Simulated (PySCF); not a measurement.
# ReH6: other functionals and bases at one geometry

How far do other levels of theory move the description of ReH6, and what does each cost? The species was built from a template and needn't be a known compound.

Computed with PySCF 2.14.0. Level: several levels, as the steps say, no spin–orbit coupling.

2 further runs of the same task are left out: 1 for a known fault of the program, 1 that didn't finish.

## 1. Starting geometry

7 atoms, charge 0, spin multiplicity 2.

Bond lengths: Re1–H2 1.676 Å, Re1–H3 1.676 Å, Re1–H4 1.676 Å, Re1–H5 1.676 Å, Re1–H6 1.676 Å, Re1–H7 1.676 Å. Angles: H2–Re1–H3 133.9°, H2–Re1–H4 85.3°, H2–Re1–H5 77.1°, H2–Re1–H6 134.0°, H2–Re1–H7 85.3°, H3–Re1–H4 77.1°, H3–Re1–H5 85.3°, H3–Re1–H6 85.3°, H3–Re1–H7 134.0°, H4–Re1–H5 134.0°, H4–Re1–H6 133.9°, H4–Re1–H7 85.3°, H5–Re1–H6 85.3°, H5–Re1–H7 133.9°, H6–Re1–H7 77.1°.

Geometry (Å):

```xyz
7
charge 0, multiplicity 2
Re    0.00000    0.00000    0.00000
H     0.60319    0.32392    1.52929
H     0.32392    0.60319   -1.52929
H     1.52929   -0.60319   -0.32392
H    -0.60319    1.52929    0.32392
H    -1.52929   -0.32392   -0.60319
H    -0.32392   -1.52929    0.60319
```

Formal oxidation states: Re +6. An earlier session relaxed this geometry at PBE0, Re def2-SVP with ECP60, H def2-SVP (doublet, point group D3h).

At PBE0 on the finer grid: E = -81.694106 Eh, HOMO -8.01 eV, LUMO -3.90 eV (over both spins), ⟨S²⟩ = 0.773, Mulliken charge on Re1 +0.56 e, largest force component 0.006 eV/Å. 

Levels to run: B3LYP; TPSSh; M06-L; revPBE; PBE0, TZVP; PBE0, x2c-SVP. Hardware: 2 threads of Arm Neoverse V2, shared host.

## 2. B3LYP

File run.py (the lines that set the calculation):

```python
mol = gto.M(atom='''
Re     0.00000     0.00000     0.00000
H      0.60319     0.32392     1.52929
H      0.32392     0.60319    -1.52929
H      1.52929    -0.60319    -0.32392
H     -0.60319     1.52929     0.32392
H     -1.52929    -0.32392    -0.60319
H     -0.32392    -1.52929     0.60319''',
    basis={'Re': 'def2-SVP', 'H': 'def2-SVP'},
    ecp={'Re': 'def2-SVP'},
    charge=0, spin=1)
mf = dft.UKS(mol, xc='B3LYP')
mf.grids.atom_grid = (75, 302)
mf = mf.density_fit()  # fitting sets: Re def2-universal-JKFIT, H def2-universal-JKFIT
mf.conv_tol = 1e-08; mf.max_cycle = 55
mf.kernel(dm0)  # dm0: the density of the relaxed state
```

Launch:

```console
$ OMP_NUM_THREADS=2 python run.py
```

## 3. TPSSh

Edit run.py (the lines that set the calculation) of step 2 so:

```diff
@@ -11,3 +11,3 @@
     charge=0, spin=1)
-mf = dft.UKS(mol, xc='B3LYP')
+mf = dft.UKS(mol, xc='TPSSH')
 mf.grids.atom_grid = (75, 302)
```

## 4. M06-L

Edit run.py (the lines that set the calculation) of step 3 so:

```diff
@@ -11,3 +11,3 @@
     charge=0, spin=1)
-mf = dft.UKS(mol, xc='TPSSH')
+mf = dft.UKS(mol, xc='M06L')
 mf.grids.atom_grid = (75, 302)
```

## 5. revPBE

Edit run.py (the lines that set the calculation) of step 4 so:

```diff
@@ -11,3 +11,3 @@
     charge=0, spin=1)
-mf = dft.UKS(mol, xc='M06L')
+mf = dft.UKS(mol, xc='PBE_R,PBE')
 mf.grids.atom_grid = (75, 302)
```

## 6. PBE0, TZVP

Basis: Re def2-TZVP with ECP60, H def2-TZVP. 

Edit run.py (the lines that set the calculation) of step 5 so:

```diff
@@ -8,6 +8,6 @@
 H     -0.32392    -1.52929     0.60319''',
-    basis={'Re': 'def2-SVP', 'H': 'def2-SVP'},
-    ecp={'Re': 'def2-SVP'},
+    basis={'Re': 'def2-TZVP', 'H': 'def2-TZVP'},
+    ecp={'Re': 'def2-TZVP'},
     charge=0, spin=1)
-mf = dft.UKS(mol, xc='PBE_R,PBE')
+mf = dft.UKS(mol, xc='PBE0')
 mf.grids.atom_grid = (75, 302)
@@ -15,2 +15,2 @@
 mf.conv_tol = 1e-08; mf.max_cycle = 55
-mf.kernel(dm0)  # dm0: the density of the relaxed state
+mf.kernel(dm0)  # dm0: free metal ions and neutral atoms
```

## 7. PBE0, x2c-SVP

Basis: Re x2c-SVPall, H x2c-SVPall. All electrons are treated, with the spin-free X2C Hamiltonian.

File run.py (the lines that set the calculation):

```python
mol = gto.M(atom='''
Re     0.00000     0.00000     0.00000
H      0.60319     0.32392     1.52929
H      0.32392     0.60319    -1.52929
H      1.52929    -0.60319    -0.32392
H     -0.60319     1.52929     0.32392
H     -1.52929    -0.32392    -0.60319
H     -0.32392    -1.52929     0.60319''',
    basis={'Re': 'x2c-SVPall', 'H': 'x2c-SVPall'},
    nucmod='G',
    charge=0, spin=1)
mf = dft.UKS(mol, xc='PBE0')
mf.grids.atom_grid = (99, 590)
mf = mf.density_fit()  # fitting sets: Re AutoAux, H AutoAux
mf = mf.sfx2c1e()
mf.conv_tol = 1e-08; mf.max_cycle = 55
mf.kernel(dm0)  # dm0: free metal ions and neutral atoms
```

**Question.** What will these runs give? Wanted: for each run, HOMO; gap; charge on Re1; dipole; largest force.

The runs gave:

| level | state | HOMO (eV) | gap (eV) | charge on Re1 (e) | dipole (D) | largest force (eV/Å) | basis functions | time |
| --- | --- | --- | --- | --- | --- | --- | --- | --- |
| PBE0 (relaxed here) | doublet | -8.01 | 4.11 | 0.56 | 0.00 | 0.01 | 62 | 6.5 s |
| B3LYP | doublet | -7.85 | 3.63 | 0.60 | 0.00 | 0.13 | 62 | 2.3 s |
| TPSSh | doublet | -7.54 | 3.04 | 0.67 | 0.00 | 0.14 | 62 | 3.4 s |
| M06-L | doublet | -6.95 | 2.46 | 1.04 | 0.00 | 0.23 | 62 | 3.8 s |
| revPBE | doublet | -6.76 | 1.74 | 0.47 | 0.00 | 0.24 | 62 | 2.4 s |
| PBE0, TZVP | doublet | -8.11 | 4.21 | -0.15 | 0.00 | 0.02 | 76 | 3.6 s |
| PBE0, x2c-SVP | doublet | -8.20 | 4.06 | -0.33 | 0.00 | 0.31 | 96 | 17 s |

Times are on 2 threads of Arm Neoverse V2, shared host; the first row also made further properties.

In one basis the HOMO–LUMO gap runs from 1.74 eV (revPBE) to 4.11 eV (PBE0). The largest leftover force, 0.31 eV/Å with PBE0, x2c-SVP, stands at a geometry relaxed at another level. The Mulliken charge on Re spans -0.33 to +1.04 e over the levels. Total energies of different levels can't be compared. Spin–orbit coupling is left out throughout.
